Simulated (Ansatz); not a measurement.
**Cu: freezing in a mode**

This session takes Cu and sets out to freeze in mode 6 at growing amplitude.

Method: DFT r2SCAN, scalar-relativistic, plane waves, PAW, in Ansatz 0.2.0.

2 further runs of the same task are left out: 1 that didn't finish, 1 set aside as unsound or not needed. Runs told in other sessions of the task aren't counted.

### Step 1. Starting point

It takes space group P6_3/mmc (No. 194, hexagonal). The conventional cell has a = 2.531 Å, b = 2.531 Å, c = 4.130 Å, α = 90.00°, β = 90.00°, γ = 120.00°. Cu (site symmetry -6m2) has 12 Cu at 2.53 Å in its first shell of neighbours.

As a file:

```
CELL_PARAMETERS angstrom
2.53050 0.00000 0.00000
-1.26525 2.19148 0.00000
0.00000 0.00000 4.12986
ATOMIC_POSITIONS crystal
Cu 0.33333 0.66667 0.25000
Cu 0.66667 0.33333 0.75000
```

It goes back to an entry of the Materials Project, which need not be the stable form.

It is the result of an earlier relaxation at this level (volume 11.45 Å³/atom; gap on the mesh: none (metal)).

### Step 2. Zero of energy

Reference values: F = -13262.4610 eV; pressure -0.03 GPa; largest force 0.000 eV/Å; gap on the mesh none (metal). It was computed beforehand with the settings of the runs below.

### Step 3. Next: freezing in a mode

Mode 6 of the phonon run on this cell, counted from the lowest, is frozen in: each atom moves by x times its row below, so x is the largest displacement.

```
atom     ux     uy      uz
 Cu1  0.000  0.000   1.000
 Cu2  0.000  0.000  -1.000
```

### Step 4. Point x = -0.120 Å

Input file input.yaml:

```yaml
crystal:
  lattice:
    - [2.5305027254, 0.0, 0.0]
    - [-1.2652513627, 2.1914796445, 0.0]
    - [0.0, 0.0, 4.1298555601]
  atoms:
    - { symbol: Cu, position: [0.3333333333, 0.6666666667, 0.2209432937] }
    - { symbol: Cu, position: [0.6666666667, 0.3333333333, 0.7790567063] }
basis:
  ecutwfc: 500
kpoints:
  mp_grid: { grid: [30, 30, 14] }
hamiltonian:
  xc: r2scan
scf:
  occupations: { method: gaussian, width: 0.15 }
output:
  forces: true
  stress: true
  eigenvalues: true
```

The run is started by

```console
$ ansatz run input.yaml --threads 2 --pin off --max-ram 5120MiB --backend cpu --events-out ev --progress --plain --runs-dir out
```

The program printed (excerpt; [...] marks lines left out):

```text
Warning: RAYON_NUM_THREADS=2 ignored (pool sized by the plan → 2); use --threads N
[...]
Pseudopotentials: kind: paw
Pseudopotential: Cu, paw, valence charge 19, recommended cutoff 500 eV (meta_gga), Cu.paw.azcp
Functional definition: r2SCAN
[...]
Crystal: 2 atoms, lattice volume = 22.902 Å³
Basis set: ecut = 500 eV, 573 PW (Γ), exchange–correlation on 80×80×128 points (64 copies of the dense FFT grid, shifted against one another)
Bands: 23, of which v1, the nominal top of the filled ones, is band 19 counted from 1 (18 counted from 0)
Symmetry: 12 space group operations
Space group: P-3m1 (ITA 164), of the structure as read, at distance tolerance 2.8e-5 Å
k-points: 1178 of 12600
[...]
SCF iter   1: F=—  HF=-13262.260253 eV  |F-HF|=—  |Δ(HF+E_count)|=         —  Δρ=4.02e-2  dr2=2.05e-1  dr2_τ=2.15e-3  ethr=1.77e-3  ⟨swp⟩=4.8  Hψ=98727  notcnv=0
[...]
SCF iter   7: F=-13262.224562 eV  HF=-13262.224562 eV  |F-HF|=4.87e-8  |Δ(HF+E_count)|=   1.69e-6  Δρ=1.35e-5  dr2=1.42e-8  dr2_τ=8.01e-10  ethr=2.63e-10  ⟨swp⟩=6.6  Hψ=128259  notcnv=0
[...]
SCF converged after 7 iterations
Free energy (F): -13262.224562 eV
[...]
E sigma→0 (E₀):  -13262.221428 eV
Entropy (-TS):   -0.006269 eV (-3.134 meV/atom)
Fermi energy:    17.241357 eV
[...]
--- Forces (eV/Å), atoms counted from 1 ---
  atom   1  Cu     0.00000000    -0.00000000     2.06230914
  atom   2  Cu     0.00000000     0.00000000    -2.06230914
[...]
--- Stress (GPa, compression-positive) ---
        4.383285       0.000000      -0.000000
       -0.000000       4.383285       0.000000
        0.000000       0.000000      10.818570
  P = ⅓ Tr σ = 6.5284 GPa (65.284 kbar)
--- Band table (eV; the first three rows and the last of 1178) ---
  k-point 0: bands = ["-99.3118", "-99.2850", "-55.2103", "-55.0857", "-55.0857", "-55.0544", "-55.0544", "-55.0478", "7.2198", "11.6792", "13.9582", "13.9582", "14.0373", "14.0685", "14.0685", "14.6876", "14.6876", "15.4624", "15.4624", "16.3046", "21.1470", "39.5570", "40.3028"]
[...]
```

Run time: 60 s. Hardware: 2 threads of Intel Xeon at 2.50GHz (Skylake/Cascade Lake), shared host; peak memory 0.9 GiB.

### Step 5. Point x = 0.090 Å

input.yaml: that of step 4 with these lines changed.

```diff
@@ -6,4 +6,4 @@
   atoms:
-    - { symbol: Cu, position: [0.3333333333, 0.6666666667, 0.2209432937] }
-    - { symbol: Cu, position: [0.6666666667, 0.3333333333, 0.7790567063] }
+    - { symbol: Cu, position: [0.3333333333, 0.6666666667, 0.2717925297] }
+    - { symbol: Cu, position: [0.6666666667, 0.3333333333, 0.7282074703] }
 basis:
```

The run is started by

```console
$ ansatz run input.yaml --threads 2 --pin off --max-ram 5120MiB --backend cpu --events-out ev --progress --plain --runs-dir out
```

The program printed (excerpt; [...] marks lines left out):

```text
[...]
SCF converged after 7 iterations
Free energy (F): -13262.330698 eV
[...]
E sigma→0 (E₀):  -13262.327581 eV
Entropy (-TS):   -0.006234 eV (-3.117 meV/atom)
Fermi energy:    17.228180 eV
[...]
--- Forces (eV/Å), atoms counted from 1 ---
  atom   1  Cu    -0.00000000    -0.00000000    -1.48586751
  atom   2  Cu     0.00000000     0.00000000     1.48586751
[...]
--- Stress (GPa, compression-positive) ---
        2.248552       0.000000       0.000000
        0.000000       2.248552       0.000000
        0.000000       0.000000       6.383176
  P = ⅓ Tr σ = 3.6268 GPa (36.268 kbar)
--- Band table (eV; the first three rows and the last of 1178) ---
  k-point 0: bands = ["-99.2979", "-99.2761", "-55.1866", "-55.0716", "-55.0716", "-55.0461", "-55.0461", "-55.0410", "7.2350", "11.7347", "14.0099", "14.0099", "14.0301", "14.1625", "14.1625", "14.6549", "14.6549", "15.4334", "15.4334", "16.1975", "21.2396", "39.5839", "40.2951"]
[...]
```

It took 57 s on 2 threads of Intel Xeon at 2.50GHz (Skylake/Cascade Lake), shared host; peak memory 0.9 GiB.

### Step 6. x = -0.060 Å

Input file input.yaml:

```yaml
crystal:
  lattice:
    - [2.5305027254, 0.0, 0.0]
    - [-1.2652513627, 2.1914796445, 0.0]
    - [0.0, 0.0, 4.1298555601]
  atoms:
    - { symbol: Cu, position: [0.3333333333, 0.6666666667, 0.2354716469] }
    - { symbol: Cu, position: [0.6666666667, 0.3333333333, 0.7645283531] }
basis:
  ecutwfc: 500
kpoints:
  mp_grid: { grid: [30, 30, 14] }
hamiltonian:
  xc: r2scan
scf:
  occupations: { method: gaussian, width: 0.15 }
output:
  forces: true
  stress: true
  eigenvalues: true
  write_density: true
  write_potential: true
  elf: true
  volumetric_format: npy
```

The run is started by

```console
$ ansatz run input.yaml --threads 2 --pin off --max-ram 5120MiB --backend cpu --events-out ev --progress --plain --runs-dir out
```

The program printed (excerpt; [...] marks lines left out):

```text
Warning: RAYON_NUM_THREADS=2 ignored (pool sized by the plan → 2); use --threads N
[...]
[... 3 set-up lines as earlier in the session ...]
[...]
Crystal: 2 atoms, lattice volume = 22.902 Å³
Basis set: ecut = 500 eV, 573 PW (Γ), exchange–correlation on 80×80×128 points (64 copies of the dense FFT grid, shifted against one another)
Bands: 23, of which v1, the nominal top of the filled ones, is band 19 counted from 1 (18 counted from 0)
[... 2 set-up lines as earlier in the session ...]
k-points: 1178 of 12600
[...]
SCF iter   1: F=—  HF=-13262.439344 eV  |F-HF|=—  |Δ(HF+E_count)|=         —  Δρ=3.99e-2  dr2=2.00e-1  dr2_τ=1.60e-3  ethr=1.77e-3  ⟨swp⟩=4.9  Hψ=98783  notcnv=0
[...]
SCF iter   7: F=-13262.403923 eV  HF=-13262.403923 eV  |F-HF|=7.61e-8  |Δ(HF+E_count)|=   1.85e-6  Δρ=1.59e-5  dr2=2.23e-8  dr2_τ=1.06e-9  ethr=2.63e-10  ⟨swp⟩=9.6  Hψ=223513  notcnv=0
[...]
SCF converged after 7 iterations
Free energy (F): -13262.403923 eV
[...]
E sigma→0 (E₀):  -13262.400903 eV
Entropy (-TS):   -0.006040 eV (-3.020 meV/atom)
Fermi energy:    17.219297 eV
[...]
--- Forces (eV/Å), atoms counted from 1 ---
  atom   1  Cu     0.00000000    -0.00000000     0.96216233
  atom   2  Cu     0.00000000     0.00000000    -0.96216233
[...]
--- Stress (GPa, compression-positive) ---
        0.776384       0.000000       0.000000
        0.000000       0.776384       0.000000
        0.000000       0.000000       3.207523
  P = ⅓ Tr σ = 1.5868 GPa (15.868 kbar)
--- Band table (eV; the first three rows and the last of 1178) ---
  k-point 0: bands = ["-99.2881", "-99.2694", "-55.1696", "-55.0615", "-55.0615", "-55.0400", "-55.0400", "-55.0358", "7.2463", "11.7744", "14.0255", "14.0463", "14.0463", "14.2351", "14.2351", "14.6263", "14.6263", "15.4131", "15.4131", "16.1211", "21.3078", "39.6035", "40.2899"]
[...]
```

It took 77 s on 2 threads of Intel Xeon at 2.50GHz (Skylake/Cascade Lake), shared host; peak memory 0.88 GiB.

Density in a lattice plane of the grid's cell (edges 2.53 and 4.13 Å, at 0.333 of the third edge), which holds Cu.

Ten even steps from ' ' (0.19 e/Å³) to '@' (52.99 e/Å³):
```
                            
                            
              ..::----::    
              ::++%%##==..  
              ::**@@@@++..  
              ..--++++--..  
                ........    
                            
                            
                            
                            
                            
                            
                            
                            
                            
                            
                            
                            
                            
```
Columns run along the first of these edges and rows up along the second, over one cell in 14 and 20 even steps from the bottom left corner. Atoms in the plane (fractional): Cu at (0.67, 0.76).

ELF in the same plane.

Ten even steps from ' ' (0.15) to '@' (0.87):
```
  ........                  
    ....        ........    
    ..        ::==++++--..  
            ..==##@@@@**::  
            ..==##@@@@##--  
            ..--++####==::  
    ..        ..::----::    
    ....                    
  ......                    
  ..                        
            ................
              ............  
              ....::....    
                ........    
                ........    
                ........    
              ....::::..    
              ....::::....  
            ................
............                
```
Columns run along the first of these edges and rows up along the second, over one cell in 14 and 20 even steps from the bottom left corner. Atoms in the plane (fractional): Cu at (0.67, 0.76).

Both are smooth fields of the valence electrons: close to the nuclei they are not physical.

### Step 7. x = 0.030 Å

Input file input.yaml:

```yaml
crystal:
  lattice:
    - [2.5305027254, 0.0, 0.0]
    - [-1.2652513627, 2.1914796445, 0.0]
    - [0.0, 0.0, 4.1298555601]
  atoms:
    - { symbol: Cu, position: [0.3333333333, 0.6666666667, 0.2572641766] }
    - { symbol: Cu, position: [0.6666666667, 0.3333333333, 0.7427358234] }
basis:
  ecutwfc: 500
kpoints:
  mp_grid: { grid: [30, 30, 14] }
hamiltonian:
  xc: r2scan
scf:
  occupations: { method: gaussian, width: 0.15 }
output:
  forces: true
  stress: true
  eigenvalues: true
```

The run is started by

```console
$ ansatz run input.yaml --threads 2 --pin off --max-ram 5120MiB --backend cpu --events-out ev --progress --plain --runs-dir out
```

The program printed (excerpt; [...] marks lines left out):

```text
[...]
SCF converged after 7 iterations
Free energy (F): -13262.446843 eV
[...]
E sigma→0 (E₀):  -13262.443930 eV
Entropy (-TS):   -0.005825 eV (-2.912 meV/atom)
Fermi energy:    17.214162 eV
[...]
--- Forces (eV/Å), atoms counted from 1 ---
  atom   1  Cu     0.00000000     0.00000000    -0.47271108
  atom   2  Cu     0.00000000     0.00000000     0.47271108
[...]
--- Stress (GPa, compression-positive) ---
       -0.086595      -0.000000       0.000000
        0.000000      -0.086595       0.000000
        0.000000       0.000000       1.300016
  P = ⅓ Tr σ = 0.3756 GPa (3.756 kbar)
--- Band table (eV; the first three rows and the last of 1178) ---
  k-point 0: bands = ["-99.2822", "-99.2654", "-55.1595", "-55.0556", "-55.0556", "-55.0363", "-55.0363", "-55.0327", "7.2533", "11.7981", "14.0229", "14.0681", "14.0681", "14.2829", "14.2829", "14.6049", "14.6049", "15.4010", "15.4010", "16.0753", "21.3496", "39.6154", "40.2869"]
[...]
```

It took 60 s on 2 threads of Intel Xeon at 2.50GHz (Skylake/Cascade Lake), shared host; peak memory 0.9 GiB.

### Step 8. At x = 0.105 Å

input.yaml: that of step 7 with these lines changed.

```diff
@@ -6,4 +6,4 @@
   atoms:
-    - { symbol: Cu, position: [0.3333333333, 0.6666666667, 0.2572641766] }
-    - { symbol: Cu, position: [0.6666666667, 0.3333333333, 0.7427358234] }
+    - { symbol: Cu, position: [0.3333333333, 0.6666666667, 0.275424618] }
+    - { symbol: Cu, position: [0.6666666667, 0.3333333333, 0.724575382] }
 basis:
```

The run is started by

```console
$ ansatz run input.yaml --threads 2 --pin off --max-ram 5120MiB --backend cpu --events-out ev --progress --plain --runs-dir out
```

The program printed (excerpt; [...] marks lines left out):

```text
Warning: RAYON_NUM_THREADS=2 ignored (pool sized by the plan → 2); use --threads N
[...]
[... 3 set-up lines as earlier in the session ...]
[...]
Crystal: 2 atoms, lattice volume = 22.902 Å³
Basis set: ecut = 500 eV, 573 PW (Γ), exchange–correlation on 80×80×128 points (64 copies of the dense FFT grid, shifted against one another)
Bands: 23, of which v1, the nominal top of the filled ones, is band 19 counted from 1 (18 counted from 0)
[... 2 set-up lines as earlier in the session ...]
k-points: 1178 of 12600
[...]
SCF iter   1: F=—  HF=-13262.317593 eV  |F-HF|=—  |Δ(HF+E_count)|=         —  Δρ=4.01e-2  dr2=2.04e-1  dr2_τ=1.97e-3  ethr=1.77e-3  ⟨swp⟩=4.8  Hψ=98641  notcnv=0
[...]
SCF iter   7: F=-13262.281950 eV  HF=-13262.281950 eV  |F-HF|=5.25e-8  |Δ(HF+E_count)|=   1.76e-6  Δρ=1.37e-5  dr2=1.44e-8  dr2_τ=8.30e-10  ethr=2.63e-10  ⟨swp⟩=6.6  Hψ=127737  notcnv=0
[...]
SCF converged after 7 iterations
Free energy (F): -13262.281950 eV
[...]
E sigma→0 (E₀):  -13262.278813 eV
Entropy (-TS):   -0.006275 eV (-3.137 meV/atom)
Fermi energy:    17.234231 eV
[...]
--- Forces (eV/Å), atoms counted from 1 ---
  atom   1  Cu     0.00000000    -0.00000000    -1.76631775
  atom   2  Cu     0.00000000     0.00000000     1.76631775
[...]
--- Stress (GPa, compression-positive) ---
        3.228863      -0.000000       0.000000
        0.000000       3.228863       0.000000
        0.000000       0.000000       8.444404
  P = ⅓ Tr σ = 4.9674 GPa (49.674 kbar)
--- Band table (eV; the first three rows and the last of 1178) ---
  k-point 0: bands = ["-99.3044", "-99.2803", "-55.1976", "-55.0781", "-55.0781", "-55.0500", "-55.0500", "-55.0442", "7.2278", "11.7089", "13.9860", "13.9860", "14.0334", "14.1181", "14.1181", "14.6709", "14.6709", "15.4468", "15.4468", "16.2472", "21.1962", "39.5713", "40.2986"]
[...]
```

Run time: 61 s. Hardware: 2 threads of Intel Xeon at 2.50GHz (Skylake/Cascade Lake), shared host; peak memory 0.9 GiB.

### Step 9. At x = 0.075 Å

input.yaml: that of step 8 with these lines changed.

```diff
@@ -6,4 +6,4 @@
   atoms:
-    - { symbol: Cu, position: [0.3333333333, 0.6666666667, 0.275424618] }
-    - { symbol: Cu, position: [0.6666666667, 0.3333333333, 0.724575382] }
+    - { symbol: Cu, position: [0.3333333333, 0.6666666667, 0.2681604414] }
+    - { symbol: Cu, position: [0.6666666667, 0.3333333333, 0.7318395586] }
 basis:
```

The run is started by

```console
$ ansatz run input.yaml --threads 2 --pin off --max-ram 5120MiB --backend cpu --events-out ev --progress --plain --runs-dir out
```

The program printed (excerpt; [...] marks lines left out):

```text
Warning: RAYON_NUM_THREADS=2 ignored (pool sized by the plan → 2); use --threads N
[...]
[... 3 set-up lines as earlier in the session ...]
[...]
Crystal: 2 atoms, lattice volume = 22.902 Å³
Basis set: ecut = 500 eV, 573 PW (Γ), exchange–correlation on 80×80×128 points (64 copies of the dense FFT grid, shifted against one another)
Bands: 23, of which v1, the nominal top of the filled ones, is band 19 counted from 1 (18 counted from 0)
[... 2 set-up lines as earlier in the session ...]
k-points: 1178 of 12600
[...]
SCF iter   1: F=—  HF=-13262.406730 eV  |F-HF|=—  |Δ(HF+E_count)|=         —  Δρ=4.00e-2  dr2=2.01e-1  dr2_τ=1.70e-3  ethr=1.77e-3  ⟨swp⟩=4.8  Hψ=98681  notcnv=0
[...]
SCF iter   7: F=-13262.371235 eV  HF=-13262.371235 eV  |F-HF|=6.57e-8  |Δ(HF+E_count)|=   1.85e-6  Δρ=1.48e-5  dr2=1.80e-8  dr2_τ=9.40e-10  ethr=2.63e-10  ⟨swp⟩=6.6  Hψ=127425  notcnv=0
[...]
SCF converged after 7 iterations
Free energy (F): -13262.371235 eV
[...]
E sigma→0 (E₀):  -13262.368160 eV
Entropy (-TS):   -0.006151 eV (-3.075 meV/atom)
Fermi energy:    17.223222 eV
[...]
--- Forces (eV/Å), atoms counted from 1 ---
  atom   1  Cu     0.00000000    -0.00000000    -1.21859774
  atom   2  Cu     0.00000000     0.00000000     1.21859774
[...]
--- Stress (GPa, compression-positive) ---
        1.433534      -0.000000       0.000000
        0.000000       1.433534       0.000000
        0.000000       0.000000       4.637121
  P = ⅓ Tr σ = 2.5014 GPa (25.014 kbar)
--- Band table (eV; the first three rows and the last of 1178) ---
  k-point 0: bands = ["-99.2925", "-99.2724", "-55.1773", "-55.0660", "-55.0660", "-55.0427", "-55.0427", "-55.0382", "7.2412", "11.7565", "14.0275", "14.0300", "14.0300", "14.2016", "14.2016", "14.6400", "14.6400", "15.4222", "15.4222", "16.1555", "21.2769", "39.5946", "40.2922"]
[...]
```

Wall time 57 s (2 threads of Intel Xeon at 2.50GHz (Skylake/Cascade Lake), shared host); peak memory 0.9 GiB.

### Step 10. The scan collected

The scan, with free energies counted from the undisturbed cell:

```csv
x (Å),ΔE (meV/cell),force along the mode (eV/Å),pressure (GPa)
-0.120,236.4,4.125,6.5
-0.060,57.1,1.924,1.6
0.000,0.0,0.000,0.0
0.030,14.1,-0.945,0.4
0.075,89.7,-2.437,2.5
0.090,130.3,-2.972,3.6
0.105,179.0,-3.533,5.0
```

Not run, since symmetry makes them alike: 0.120 repeats -0.120, -0.090 repeats 0.090, 0.060 repeats -0.060, -0.030 repeats 0.030. Energy, pressure and gap are the same there.

### Step 11. Results

```
                                          quantity     value
                   harmonic wavenumber of the mode  259 cm⁻¹
the same from the force at an amplitude of 0.030 Å  260 cm⁻¹
```

**Reading.** The force at the smallest amplitude gives 260 cm⁻¹ against 259 cm⁻¹ from the phonon run, so the curve is close to a parabola there. No sampled point lies below the undisturbed cell.
